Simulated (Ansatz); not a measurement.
Working through a convergence test of the k-point mesh of Rb, space group R-3m

Computed with Ansatz 0.2.0 through its Python package.

Notebook, run cell by cell (the value of a cell's last expression is shown):

**Cell 1**
```python
import csv
import warnings

import ansatz as az
from pymatgen.core import Lattice, Structure
from pymatgen.io.ase import AseAtomsAdaptor
```

**Cell 2**
```python
XC = "PBEsol"
SCF_TOL = 1e-09
```

**Cell 3**
```python
warnings.simplefilter("ignore", az.DeckWarning)
```

**Cell 4**
```python
pmg_structure = Structure(
    Lattice([[2.53764, 1.465107, 12.688902], [-2.53764, 1.465107, 12.688902], [0.0, -2.930214, 12.688902]]),
    ["Rb", "Rb", "Rb"],
    [
        [0.0, 0.0, 0.0],
        [0.777622, 0.777622, 0.777622],
        [0.222378, 0.222378, 0.222378],
    ],
)
cell = az.Crystal.from_ase(AseAtomsAdaptor.get_atoms(pmg_structure))

len(cell.resolved().sites)
```
Output:
```text
3
```

**Cell 5**
```python
job = (
    cell.calculation()
    .pseudopotentials("paw")
    .functional(XC)
    .occupations(az.OccupationsMethod.FERMI_DIRAC)
    .scf(tolerance=SCF_TOL)
)
```

**Cell 6**
```python
rows = []
for value in [(2, 2, 2), (3, 3, 3), (4, 4, 4), (5, 5, 5), (6, 6, 6)]:
    rep = job.kpoints(mesh=value).run(threads=1, pin="off").report
    rows.append((value, rep["free_energy_ev"] / len(rep["lattice"]["sites"]), rep["n_iterations"], rep["n_kpoints"]))
```

**Cell 7**
```python
with open("kconv.csv", "w", newline="") as handle:
    writer = csv.writer(handle)
    writer.writerow(["mesh", "F/atom (eV)", "iterations", "k-points"])
    writer.writerows([round(v, 5) if isinstance(v, float) else v for v in row] for row in rows)
```

**Cell 8**
```python
# the last row is the reference
for row in rows[:-1]:
    shift = 1000 * (row[1] - rows[-1][1])
    print(f"{row[0]}: {shift:+.2f} meV/atom" + ("  (within 1 meV)" if abs(shift) < 1 else ""))
```
Output:
```text
(2, 2, 2): +186.20 meV/atom
(3, 3, 3): -47.33 meV/atom
(4, 4, 4): +13.95 meV/atom
(5, 5, 5): -13.00 meV/atom
```

File `kconv.csv` afterwards:
```csv
mesh,F/atom (eV),iterations,k-points
"(2, 2, 2)",-3216.81255,10,4
"(3, 3, 3)",-3217.04608,8,6
"(4, 4, 4)",-3216.9848,8,13
"(5, 5, 5)",-3217.01174,8,19
"(6, 6, 6)",-3216.99875,9,32
```

Notes:
- This isn't the structure that Rb takes at ambient conditions.
- Shifts are counted from the finest mesh, which is itself no proven limit.
- The whole script took 8.6 s on 1 thread of Intel(R) Xeon(R) 6975P-C (Granite Rapids) (shared host), peak memory 0.61 GiB.
